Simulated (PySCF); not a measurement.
# SnCl2 (SMILES [Cl][Sn][Cl]): levels of theory compared

We compute a comparison of 6 runs (HF/STO-3G, HF/3-21G, BLYP/STO-3G, PBE/3-21G, PBE0/def2-SVP, TPSSh/def2-SVP) of SnCl2. The job is set up through a Python script.

The calculation is run with PySCF 2.14.0.

### Step 1. The molecule

SnCl2: 3 atoms, total charge 0, spin state singlet. SMILES: `[Cl][Sn][Cl]`. The shape is that of a PBE0-D4/def2-TZVP optimisation.

Bond lengths: Cl1–Sn2 2.363 Å, Sn2–Cl3 2.363 Å. Angles: Cl1–Sn2–Cl3 98.4°.

### Step 2. Energy and gradient at HF/STO-3G (run 1)

File input.xyz:

```xyz
3

Cl     1.154200     1.220700     0.756000
Sn    -0.796900     0.518900    -0.376600
Cl    -0.368200    -1.804500    -0.392600
```

File input.py:

```python
# [Cl][Sn][Cl]
from pyscf import gto, scf

molecule = gto.Mole()
molecule.atom = 'input.xyz'
molecule.verbose = 4
molecule.charge = 0
molecule.spin = 0
molecule.max_memory = 1860
molecule.basis = 'sto-3g'
molecule.build()

mf = scf.RHF(molecule)
mf.conv_tol = 1e-10
mf.kernel()
if not mf.converged:
    mf = mf.newton().run(mf.mo_coeff, mf.mo_occ)

e_final = mf.e_tot
print(f'total energy: {e_final:.8f} hartree')
grad = mf.nuc_grad_method().kernel()
dip = mf.dip_moment()
pop, q = mf.mulliken_pop()
```

Command:

```sh
$ OMP_NUM_THREADS=1 python input.py
```

The log of the run:

```text
PySCF version 2.14.0

[INPUT] num. atoms = 3
[INPUT] num. electrons = 84
[INPUT] charge = 0
[INPUT] spin (= nelec alpha-beta = 2S) = 0
[INPUT] symmetry False subgroup None
[INPUT] Mole.unit = angstrom
[INPUT] Symbol           X                Y                Z      unit          X                Y                Z       unit  Magmom
[INPUT]  1 Cl     1.154200000000   1.220700000000   0.756000000000 AA    2.181121892973   2.306788680257   1.428632950171 Bohr   0.0
[INPUT]  2 Sn    -0.796900000000   0.518900000000  -0.376600000000 AA   -1.505922748666   0.980578886037  -0.711670858511 Bohr   0.0
[INPUT]  3 Cl    -0.368200000000  -1.804500000000  -0.392600000000 AA   -0.695797159065  -3.410010791778  -0.741906476504 Bohr   0.0

[... 42 lines left out ...]
converged SCF energy = -6872.58802421055
total energy: -6872.58802421 hartree
[... 9 lines left out ...]
Dipole moment(X, Y, Z, Debye): -2.88759,  1.96771, -1.35485
[... 49 lines left out ...]
charge of    2Cl =     -0.45826
```

Run time: 2.2 s. Hardware: 1 thread of Arm Neoverse V2, shared host; peak memory 0.12 GiB.

### Step 3. Energy and forces at HF/3-21G (run 2)

File mol.xyz:

```xyz
3

Cl     1.154200     1.220700     0.756000
Sn    -0.796900     0.518900    -0.376600
Cl    -0.368200    -1.804500    -0.392600
```

File input.py:

```python
from pyscf import gto

mol = gto.M(
    atom='mol.xyz',
    verbose=4,
    spin=0,
    basis='3-21g',
    max_memory=1860,
)

myscf = mol.RHF()
myscf.conv_tol = 1e-10
myscf.kernel()
if not myscf.converged:
    myscf = myscf.newton().run(myscf.mo_coeff, myscf.mo_occ)

e_final = myscf.e_tot
print('E(%s) = %.9f' % ('HF', e_final))
grad = myscf.nuc_grad_method().kernel()
dip = myscf.dip_moment()
pop, q = myscf.mulliken_pop()
```

Command:

```sh
$ OMP_NUM_THREADS=1 python input.py
```

The log of the run:

```text
PySCF version 2.14.0

[INPUT] num. atoms = 3
[INPUT] num. electrons = 84
[INPUT] charge = 0
[INPUT] spin (= nelec alpha-beta = 2S) = 0
[INPUT] symmetry False subgroup None
[INPUT] Mole.unit = angstrom
[INPUT] Symbol           X                Y                Z      unit          X                Y                Z       unit  Magmom
[INPUT]  1 Cl     1.154200000000   1.220700000000   0.756000000000 AA    2.181121892973   2.306788680257   1.428632950171 Bohr   0.0
[INPUT]  2 Sn    -0.796900000000   0.518900000000  -0.376600000000 AA   -1.505922748666   0.980578886037  -0.711670858511 Bohr   0.0
[INPUT]  3 Cl    -0.368200000000  -1.804500000000  -0.392600000000 AA   -0.695797159065  -3.410010791778  -0.741906476504 Bohr   0.0

[... 44 lines left out ...]
converged SCF energy = -6910.99840276698
[... 10 lines left out ...]
Dipole moment(X, Y, Z, Debye): -3.55453,  2.42219, -1.66777
[... 61 lines left out ...]
charge of    2Cl =     -0.57107
```

It took 2.3 s on 1 thread of Arm Neoverse V2, shared host; peak memory 0.13 GiB.

Runs 3 to 5 aren't shown in full; the table further down has their settings and results.

### Step 4. Energy and forces at TPSSh/def2-SVP (core potential) (run 6)

File calc.py:

```python
import pyscf.grad
from pyscf import gto, dft

mol = gto.Mole()
mol.atom = '''
Cl     1.154200     1.220700     0.756000
Sn    -0.796900     0.518900    -0.376600
Cl    -0.368200    -1.804500    -0.392600
'''
mol.basis = 'def2-svp'
mol.max_memory = 1860
mol.charge = 0
mol.verbose = 4
mol.ecp = {'Sn': 'def2-svp'}
mol.build()

mf = dft.RKS(mol)
mf.xc = 'tpssh'
mf.conv_tol = 1e-10
mf.grids.level = 5
mf.kernel()
if not mf.converged:
    mf = mf.newton().run(mf.mo_coeff, mf.mo_occ)

e_final = mf.e_tot
print(f'total energy: {e_final:.8f} hartree')
grad = mf.Gradients().kernel()
dip = mf.dip_moment()
pop, q = mf.mulliken_pop()
```

Command:

```sh
$ OMP_NUM_THREADS=1 python calc.py
```

The log of the run:

```text
PySCF version 2.14.0

[INPUT] num. atoms = 3
[INPUT] num. electrons = 56
[INPUT] charge = 0
[INPUT] spin (= nelec alpha-beta = 2S) = 0
[INPUT] symmetry False subgroup None
[INPUT] Mole.unit = angstrom
[INPUT] Symbol           X                Y                Z      unit          X                Y                Z       unit  Magmom
[INPUT]  1 Cl     1.154200000000   1.220700000000   0.756000000000 AA    2.181121892973   2.306788680257   1.428632950171 Bohr   0.0
[INPUT]  2 Sn    -0.796900000000   0.518900000000  -0.376600000000 AA   -1.505922748666   0.980578886037  -0.711670858511 Bohr   0.0
[INPUT]  3 Cl    -0.368200000000  -1.804500000000  -0.392600000000 AA   -0.695797159065  -3.410010791778  -0.741906476504 Bohr   0.0

[... 61 lines left out ...]
converged SCF energy = -1134.4747060937
total energy: -1134.47470609 hartree
[... 10 lines left out ...]
Dipole moment(X, Y, Z, Debye): -2.36274,  1.61021, -1.10857
[... 66 lines left out ...]
charge of    2Cl =     -0.31791
```

Run time: 17 s. Hardware: 1 thread of Arm Neoverse V2, shared host; peak memory 0.61 GiB.

### Step 5. All runs side by side

```csv
run,level,integration grid,core potential,energy (Eh),dipole moment (D),HOMO energy (eV),LUMO energy (eV),wall time
1,HF/STO-3G,–,–,-6872.588024,3.75,-7.10,2.76,2.2 s
2,HF/3-21G,–,–,-6910.998403,4.61,-10.27,-0.88,2.3 s
3,BLYP/STO-3G,5,–,-6875.564899,2.85,-3.80,-1.07,4.8 s
4,PBE/3-21G,5,–,-6913.960248,3.54,-6.92,-3.98,9.6 s
5,PBE0/def2-SVP (core potential),5,def2-svp,-1134.221137,3.13,-7.85,-2.99,10 s
6,TPSSh/def2-SVP (core potential),5,def2-svp,-1134.474706,3.07,-7.30,-3.35,17 s
```

### Step 6. What came out

```
                       quantity           value
            run 6: total energy  -1134.47471 Eh
           run 6: dipole moment          3.07 D
             run 6: HOMO energy        -7.30 eV
             run 6: LUMO energy        -3.35 eV
           run 6: HOMO–LUMO gap         3.95 eV
run 6: largest force on an atom      0.625 eV/Å
```

In words: The dipole moment (its size) runs from 2.85 D (BLYP/STO-3G) to 4.61 D (HF/3-21G). The two ends differ in method and basis. The HOMO–LUMO gap runs from 2.73 eV (BLYP/STO-3G) to 9.86 eV (HF/STO-3G). Exact exchange widens orbital gaps. Totals of different functionals can't be ranked against each other. Some runs of one species differ in core potentials or relativity; totals across that change don't compare. In runs 1, 3 the basis is minimal, so the values are rough. In runs 1, 2, 3, 4 relativity is left out where basis or elements ask for it. All runs together took 46 s, the longest 17 s.
